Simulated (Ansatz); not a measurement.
# C₂H₆FNOSi: one species, many methods

How much do the methods differ for C₂H₆FNOSi? The plan is to run it at one geometry with functionals of several rungs and with coupled cluster. The yardstick is the atomisation energy at the CCSD(T) limit.

The runs use Ansatz 0.2.0, Gaussian basis; functionals in def2-TZVPP, the program's frozen cores in correlated methods.

The runs, in order: PBE-D4, r2SCAN-D4, PBE0-D4, B3LYP-D4, ωB97X-V, ωB97M-V, B2PLYP; CCSD(T)/def2-TZVPP; MP2/def2-QZVPP; extrapolation to the limit.

### 1 The geometry

The geometry comes from an earlier relaxation with PBE0-D4 in a triple-zeta def2 set; it is a stationary point, not always the lowest conformer.

SMILES `FC1OCN1[SiH3]`, 12 atoms, charge 0, spin multiplicity 1.

Atoms are counted from 1 here; the program's logs count them from 0.

Bond lengths: F1–C2 1.375 Å, C2–O3 1.394 Å, C2–N5 1.424 Å, C2–H7 1.095 Å, O3–C4 1.432 Å, C4–N5 1.454 Å, C4–H8 1.094 Å, C4–H9 1.097 Å, N5–Si6 1.728 Å, Si6–H10 1.488 Å, Si6–H11 1.482 Å, Si6–H12 1.485 Å. Angles: F1–C2–O3 111.6°, F1–C2–N5 114.0°, F1–C2–H7 105.4°, O3–C2–N5 92.9°, O3–C2–H7 114.5°, N5–C2–H7 118.4°, C2–O3–C4 89.4°, O3–C4–N5 90.1°, O3–C4–H8 111.6°, O3–C4–H9 112.3°, N5–C4–H8 114.6°, N5–C4–H9 116.1°, H8–C4–H9 110.6°, C2–N5–C4 87.3°, C2–N5–Si6 130.9°, C4–N5–Si6 132.9°, N5–Si6–H10 113.9°, N5–Si6–H11 106.7° and more.

### 2 PBE-D4 (GGA)

File in.yaml:

```yaml
crystal:
  periodic: [false, false, false]
  atoms:
    - {symbol: F, position_ang: [-0.947027, 1.694817, 0.949834]}
    - {symbol: C, position_ang: [-0.093254, 0.652436, 1.225528]}
    - {symbol: O, position_ang: [-0.762424, -0.415545, 1.821487]}
    - {symbol: C, position_ang: [-0.508237, -1.205096, 0.654170]}
    - {symbol: N, position_ang: [0.268857, -0.116778, 0.082971]}
    - {symbol: Si, position_ang: [0.603814, 0.361211, -1.543936]}
    - {symbol: H, position_ang: [0.706001, 1.084755, 1.836260]}
    - {symbol: H, position_ang: [0.071680, -2.101737, 0.892427]}
    - {symbol: H, position_ang: [-1.430212, -1.471735, 0.122459]}
    - {symbol: H, position_ang: [-0.607638, 0.728640, -2.326786]}
    - {symbol: H, position_ang: [1.518019, 1.525404, -1.467060]}
    - {symbol: H, position_ang: [1.257323, -0.791571, -2.213454]}
basis:
  gaussian: {orbitals: def2-TZVPP}
hamiltonian: {xc: pbe, dispersion: d4}
output: {forces: true, orbitals: {seedname: orbitals}}
```

On the command line:

```console
$ ansatz run in.yaml --threads 4 --pin off --events-out ev --progress --plain --max-ram 10444MiB
```

After this run come: r2SCAN-D4 (meta-GGA); PBE0-D4 (hybrid); B3LYP-D4 (hybrid); ωB97X-V (range-separated); ωB97M-V (range-separated); B2PLYP (double hybrid); CCSD(T) in def2-TZVPP; MP2 in def2-QZVPP.

Q: Predict the results of all the runs planned. Wanted: atomisation energy, CCSD(T)/CBS; farthest; mean size of error, hybrid; mean size of error, range-separated; gap, smallest and largest; T1 diagnostic; triples share of the correlation energy.

**Answer**, as computed:

| quantity | value |
| --- | --- |
| atomisation energy, CCSD(T)/CBS | 1060.9 kcal/mol |
| functionals within 5.3 kcal/mol (0.5 %) | r2SCAN-D4, PBE0-D4, B3LYP-D4 |
| farthest | PBE-D4 (+30.6 kcal/mol) |
| mean size of error, hybrid | 1.8 kcal/mol |
| mean size of error, range-separated | 7.9 kcal/mol |
| gap, smallest and largest | 5.55 eV (PBE-D4), 12.19 eV (ωB97X-V) |
| T1 diagnostic | 0.0121 |
| triples share of the correlation energy | 3.7 % |

In words: PBE-D4 misses by +30.6 kcal/mol. Double hybrids carry the basis error of their MP2 part in triple zeta, and no dispersion term here, so their miss is partly the set-up's. Misses under about 5.3 kcal/mol are within the doubt on the reference itself, which lacks core-valence correlation, relativity and higher excitations. Hartree-Fock recovers 69 % of the binding; the rest is correlation. Orbital gaps span 5.6 to 12.2 eV; exact exchange widens them.
